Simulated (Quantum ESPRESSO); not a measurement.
Runs of Quantum ESPRESSO 7.5 on CsPbBr3. The structure is cubic, space group Pm-3m (No. 221). The conventional cell has a = 5.870 Å, b = 5.870 Å, c = 5.870 Å, α = 90.00°, β = 90.00°, γ = 90.00°. Pb (site symmetry m-3m) has 6 Br at 2.94 Å as nearest neighbours. Cs (site symmetry m-3m) has 12 Br at 4.15 Å as nearest neighbours. Around Br (site symmetry 4/mmm) lie 2 Pb at 2.94 Å. Measurements of this composition are mostly on another form, of space group No. 62.

| task | level | potentials or basis | cutoff (eV) | SCF threshold | symmetry | form of the LDA correlation | pressure (GPa) | V0 of scaled cells (Å³/atom) | B0 (GPa) |
| --- | --- | --- | --- | --- | --- | --- | --- | --- | --- |
| band structure | PBE | SSSP 1.3 efficiency PBE | 748 | 1e-09 Ry | - | - | 1.4 | - | - |
| band structure | r2SCAN | SG15 PBE 1.2 | 762 | 1e-08 Ry | off | - | 0.4 | - | - |
| equation of state | PBEsol | GBRV 1.5 PBEsol | 612 | 1e-09 Ry | - | - | - | (a) | (b) |
| single point | PBE | SSSP 1.3 efficiency PBE | 748 | 1e-09 Ry | - | - | 1.4 | - | - |
| band structure | LDA | GBRV 1.5 LDA | 612 | 1e-09 Ry | - | PZ81 | -1.3 | - | - |
| equation of state | LDA | GBRV 1.5 LDA | 612 | 1e-09 Ry | - | PZ81 | - | 38.24 | 26 |

Alike in all rows: no spin polarisation; cell as given; k mesh 5 × 5 × 5; smearing fermi-dirac 0.05 eV.

**Question.** Fill in the values left out.

**Answer.** (a) 40.31; (b) 21.

Caveats: the potentials were made for another functional, which shifts forces and pressure (some runs).
